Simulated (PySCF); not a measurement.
# Cl3O2Re (Re(O)2(Cl)3): the cost of one run

The runs use PySCF 2.14.0; r2SCAN, Re def2-SVP with ECP60, O def2-SVP, Cl def2-SVP; scalar-relativistic core potentials, no spin–orbit coupling.

## (1) The system as given

6 atoms, charge 0, spin multiplicity 1.

Bond lengths: Re1–O2 1.693 Å, Re1–O3 1.693 Å, Re1–Cl4 2.317 Å, Re1–Cl5 2.333 Å, Re1–Cl6 2.316 Å. Angles: O2–Re1–O3 110.2°, O2–Re1–Cl4 93.9°, O2–Re1–Cl5 124.9°, O2–Re1–Cl6 94.0°, O3–Re1–Cl4 93.9°, O3–Re1–Cl5 124.9°, O3–Re1–Cl6 94.0°, Cl4–Re1–Cl5 83.1°, Cl4–Re1–Cl6 166.1°, Cl5–Re1–Cl6 83.1°.

Coordinates:

```
Re    0.13683   -0.17354    0.00000
O     0.62983   -1.00805    1.38837
O     0.62983   -1.00805   -1.38837
Cl    1.97599    1.23527    0.00000
Cl   -1.04824    1.83658    0.00000
Cl   -1.98536   -1.09988    0.00000
```

Formal oxidation states: Re +7. An earlier session relaxed this geometry at r2SCAN, Re def2-SVP with ECP60, O def2-SVP, Cl def2-SVP (singlet, point group C2v).

Its energy there is -1608.840364 Eh.

## (2) Multiplicity 3 at the relaxed geometry

Contents of run.py (the lines that set the calculation):

```python
mol = gto.M(atom='''
Re     0.13683    -0.17354     0.00000
O      0.62983    -1.00805     1.38837
O      0.62983    -1.00805    -1.38837
Cl     1.97599     1.23527     0.00000
Cl    -1.04824     1.83658     0.00000
Cl    -1.98536    -1.09988     0.00000''',
    basis={'Re': 'def2-SVP', 'O': 'def2-SVP', 'Cl': 'def2-SVP'},
    ecp={'Re': 'def2-SVP'},
    charge=0, spin=2)
mf = dft.UKS(mol, xc='R2SCAN')
mf.grids.atom_grid = (50, 194)
mf = mf.density_fit()  # fitting sets: Re def2-universal-JKFIT, O def2-universal-JKFIT, Cl def2-universal-JKFIT
mf.conv_tol = 1e-08; mf.max_cycle = 55
mf.kernel(dm0)  # dm0: free metal ions and neutral atoms
```

Command:

```console
$ OMP_NUM_THREADS=2 python run.py
```

**Question.** How long does this run take on 2 threads of Arm Neoverse V1, shared host?

About 9.6 s.
